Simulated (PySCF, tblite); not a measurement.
# C₆H₁₃BO₂Si: geometry, infrared bands and NMR shifts

Aim: predict the infrared bands and NMR shifts of C₆H₁₃BO₂Si (`CC(C)B1OCOC=C1[SiH3]`).

Programs: tblite 0.8.0 and PySCF 2.14.0, with density-fitted response routines of our own. Each step states its level of theory. These are calculated values for one molecule in the gas phase, unless marked as measured. Atoms are numbered from 0 throughout.

### 1 The starting structure

23 atoms, charge 0, multiplicity 1; geometry from: force field or distance geometry start.

Bonds of the start (Å): C0–C1 1.51, C1–C2 1.51, C1–B3 1.58, B3–O4 1.48, O4–C5 1.39, C5–O6 1.41, O6–C7 1.38, C7–C8 1.34, C8–Si9 1.83, C8–B3 1.56, C0–H10 1.11, C0–H11 1.13, C0–H12 1.09, C1–H13 1.10, C2–H14 1.12, C2–H15 1.11, C2–H16 1.08, C5–H17 1.11, C5–H18 1.12, C7–H19 1.08, Si9–H20 1.48, Si9–H21 1.46, Si9–H22 1.46.

### 2 Optimising the geometry with GFN2-xTB

The job: settings as JSON, then the geometry in Å.

```
{"job": {"kind": "relax", "xc": "GFN2-xTB", "basis": "xTB"}, "charge": 0, "multiplicity": 1}
C      2.478200    -0.447300     0.810400
C      1.354700     0.184200     0.017400
C      1.562400     0.091700    -1.471400
B     -0.056200    -0.464400     0.315700
O     -0.259400    -1.826400    -0.235400
C     -1.526600    -2.205800     0.196100
O     -2.537900    -1.408300    -0.373600
C     -2.485200    -0.039800    -0.171600
C     -1.296100     0.474600     0.167600
Si    -1.184700     2.280400     0.440100
H      2.955100     0.349900     1.411700
H      1.991200    -1.185300     1.507000
H      3.241200    -0.922200     0.197100
H      1.328700     1.244300     0.304000
H      0.621500    -0.326300    -1.921100
H      1.631200     1.142100    -1.836000
H      2.390900    -0.532900    -1.766900
H     -1.552800    -2.049800     1.298000
H     -1.733700    -3.278600    -0.034900
H     -3.334300     0.618300    -0.275200
H     -2.190300     2.917100    -0.444000
H      0.098400     2.855900     0.033400
H     -1.501200     2.555600     1.841900
```

Launch:

```console
> OMP_NUM_THREADS=1 python probes_run.py task.json out
```

The driver reads the jobs from task.json and runs them one after another.

**Question.** This job is followed by: GFN2-xTB harmonic vibrations, gas phase; GIAO PBE0/pcSseg-1 NMR shielding, non-relativistic, gas phase. Predict these results of the whole session: strongest single infrared mode (GFN2-xTB); zero-point energy (GFN2-xTB); 13C shifts against TMS (PBE0/pcSseg-1, means over atoms taken as alike); 1H shifts against TMS (PBE0/pcSseg-1, means over atoms taken as alike); 11B shifts against BF3·OEt2 (PBE0/pcSseg-1); 17O shifts against H2O (PBE0/pcSseg-1); 29Si shifts against TMS (PBE0/pcSseg-1).

As calculated:

| quantity | value |
| --- | --- |
| strongest single infrared mode (GFN2-xTB) | 794 cm⁻¹, 487 km/mol |
| zero-point energy (GFN2-xTB) | 112.0 kcal/mol |
| 13C shifts against TMS (PBE0/pcSseg-1, means over atoms taken as alike) | 173.0, 105.2, 90.5, 23.1, 19.6 ppm |
| 1H shifts against TMS (PBE0/pcSseg-1, means over atoms taken as alike) | 7.23, 5.78, 4.24, 1.28, 1.04 ppm |
| 11B shifts against BF3·OEt2 (PBE0/pcSseg-1) | 40.9 ppm |
| 17O shifts against H2O (PBE0/pcSseg-1) | 179.5, 173.6 ppm |
| 29Si shifts against TMS (PBE0/pcSseg-1) | -74.8 ppm |

In words: Relaxing lowered the energy by 1.593 eV in 126 steps; the close pair that moved most is B3–O4, from 1.483 to 1.353 Å. No mode is imaginary among the 63: a minimum at this level. The strongest single mode, at 794 cm⁻¹, is spread over several atoms, H20, H21, H22 among them. Unscaled tight-binding wavenumbers are off by several per cent, some by more. Its intensities can rank the bands wrongly. The most deshielded carbon is C7 (alkene carbon bearing oxygen), at 173.0 ppm: an sp2 carbon further deshielded by the attached heteroatom. The most deshielded hydrogen is H19 (hydrogen on an alkene carbon bearing oxygen), at 7.23 ppm: attached to an sp2 carbon and in the plane of the double bond. At PBE0/pcSseg-1: The largest span, 291 ppm, is at O4, where the paramagnetic term is -235 ppm.
